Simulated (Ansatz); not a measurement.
# AlI: one species, many methods

The task here is to estimate one member of a computed series from the others.

The runs use Ansatz 0.2.0, Gaussian basis; functionals in def2-TZVPP, the program's frozen cores in correlated methods.

Plan: LDA (SPW92), PBE-D4, revPBE-D4, BLYP-D4, r2SCAN-D4, B97M-V, PBE0-D4, B3LYP-D4, r2SCANh-D4, r2SCAN0-D4, HSE06-D4, BHLYP-D4, CAM-B3LYP-D4, LC-ωPBE, ωB97X-V, ωB97M-V, B2PLYP, PBE-QIDH; CCSD(T)/def2-SVP; CCSD(T)/def2-TZVPP; CCSD(T)/def2-QZVPP; extrapolation to the limit; RPA on PBE.

### The geometry

An earlier PBE0-D4 in a triple-zeta def2 set relaxation fixed the geometry. I takes the def2 core potential; no spin-orbit term is included.

SMILES `[Al][I]`, 2 atoms, charge 0, spin multiplicity 1.

Atoms are counted from 1 here; the program's logs count them from 0.

Bond lengths: Al1–I2 2.552 Å.

The first run:

in.yaml reads:

```yaml
crystal:
  periodic: [false, false, false]
  atoms:
    - {symbol: Al, position_ang: [0.000000, 0.000000, -0.007483]}
    - {symbol: I, position_ang: [-0.000000, -0.000000, 2.544585]}
basis:
  gaussian: {orbitals: def2-TZVPP}
hamiltonian: {xc: lda}
output: {orbitals: {seedname: orbitals}}
```

Launch:

```console
$ ansatz run in.yaml --threads 2 --pin off --events-out ev --progress --plain --max-ram 32768MiB --backend cpu
```

Among the steps run: LDA; PBE-D4 (GGA); revPBE-D4 (GGA); BLYP-D4 (GGA); r2SCAN-D4 (meta-GGA); B97M-V (meta-GGA); B3LYP-D4 (hybrid); r2SCANh-D4 (hybrid); r2SCAN0-D4 (hybrid); HSE06-D4 (hybrid); BHLYP-D4 (hybrid); CAM-B3LYP-D4 (range-separated); LC-ωPBE (range-separated); ωB97X-V (range-separated); ωB97M-V (range-separated); B2PLYP (double hybrid); PBE-QIDH (double hybrid).

One of the session's tables, all rows but one given; the rest of the session is left out.

It belongs to the step «Frontier levels by functional». 

```
  functional  HOMO (eV)  LUMO (eV)  gap (eV)
 LDA (SPW92)      -5.97      -2.75      3.22
      PBE-D4      -5.85      -2.61      3.24
   revPBE-D4      -5.81      -2.57      3.24
     BLYP-D4      -5.69      -2.45      3.25
   r2SCAN-D4      -6.03      -2.51      3.52
      B97M-V      -6.04      -2.43      3.62
     PBE0-D4      -6.75      -1.94      4.81
    B3LYP-D4      -6.57      -2.06      4.51
  r2SCANh-D4          ?          ?         ?
  r2SCAN0-D4      -6.86      -1.88      4.98
    HSE06-D4      -6.37      -2.31      4.06
    BHLYP-D4      -7.51      -1.14      6.37
CAM-B3LYP-D4      -7.88      -0.94      6.94
     LC-ωPBE      -9.05      -0.05      9.00
     ωB97X-V      -8.77      -0.07      8.70
     ωB97M-V      -8.61      -0.17      8.44
```

Estimate the missing values for r2SCANh-D4.

Worked estimate for «HOMO (eV)». Against the share of exact exchange, r2SCAN-D4 (0, -6.03), r2SCAN0-D4 (0.25, -6.86) give a slope of -3.32 per unit share; at 0.1 the line stands at -6.36.

The run gave: HOMO (eV): -6.36; LUMO (eV): -2.26; gap (eV): 4.11. In «HOMO (eV)» the line misses by 0.00.
